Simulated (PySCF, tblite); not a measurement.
# C5H7BClSi radical: geometry, infrared bands and EPR parameters

Aim: predict the infrared bands and EPR parameters of C5H7BClSi radical (`C=C1C=C(CCl)[B][SiH2]1`).

The runs use tblite 0.8.0 and PySCF 2.14.0, with density-fitted response routines of our own; the level of theory stands in each step. All values are computed, except where a source is named. Atoms are numbered from 0 throughout.

## Step 1: The molecule as given

15 atoms, charge 0, multiplicity 2; geometry from: force field or distance geometry start.

Bonds of the start (Å): C0–C1 1.30, C1–C2 1.45, C2–C3 1.26, C3–C4 1.53, C4–Cl5 1.79, C3–B6 1.55, B6–Si7 1.94, Si7–C1 1.86, C0–H8 1.09, C0–H9 1.08, C2–H10 1.13, C4–H11 1.11, C4–H12 1.08, Si7–H13 1.46, Si7–H14 1.46.

## Step 2: Optimising the geometry with GFN2-xTB

Job settings and geometry (Å):

```
{"job": {"kind": "relax", "xc": "GFN2-xTB", "basis": "xTB"}, "charge": 0, "multiplicity": 2}
C     -2.226700    -0.619500    -0.995500
C     -1.205900    -0.188100    -0.317900
C      0.191600    -0.166100    -0.714100
C      1.073700     0.154400     0.125900
C      2.563000     0.202300    -0.203600
Cl     3.282600    -1.009500     0.897500
B      0.625100     0.480200     1.576000
Si    -1.310300     0.488200     1.408000
H     -3.210100    -0.574300    -0.538300
H     -2.123000    -1.009100    -1.998400
H      0.428900    -0.417000    -1.785900
H      2.932700     1.227500    -0.012200
H      2.744200    -0.028200    -1.246400
H     -1.782700     1.866800     1.439300
H     -1.987700    -0.399600     2.343800
```

Command:

```
> OMP_NUM_THREADS=1 python probes_run.py task.json out
```

This one command runs all jobs of the session in turn.

**Question.** This job is followed by: GFN2-xTB harmonic vibrations, gas phase; UKS B3LYP, pcH-1 on B C Cl H Si, non-relativistic, mean-field spin-orbit, GIAO. Predict these results of the whole session: strongest single infrared mode (GFN2-xTB); zero-point energy (GFN2-xTB); g(iso) (B3LYP); ⟨S²⟩; largest a(iso) (averaged by class); surface potential, 1st and 99th percentile.

As calculated:

| quantity | value |
| --- | --- |
| strongest single infrared mode (GFN2-xTB) | 2167 cm⁻¹, 447 km/mol |
| zero-point energy (GFN2-xTB) | 62.3 kcal/mol |
| g(iso) (B3LYP) | 2.00216 |
| ⟨S²⟩ | 0.770 (exact 0.75) |
| largest a(iso) (averaged by class) | 11B on B6, 237.5 MHz |
| surface potential, 1st and 99th percentile | -0.89 V and 1.20 V |

What this shows: The optimisation took 103 steps and gained 0.940 eV; among the close pairs (by a distance rule), C2–C3 changed most, from 1.260 to 1.404 Å. No mode is imaginary among the 39: a minimum at this level. The strongest single mode, at 2167 cm⁻¹, moves mainly H13 and H14. GFN2-xTB is a fitted tight-binding method: band positions and strengths are rough. Its intensities can rank the bands wrongly. B6 carries the largest spin population, 0.79 e. The isotropic g lies 0.2 ppt below the free-electron value.
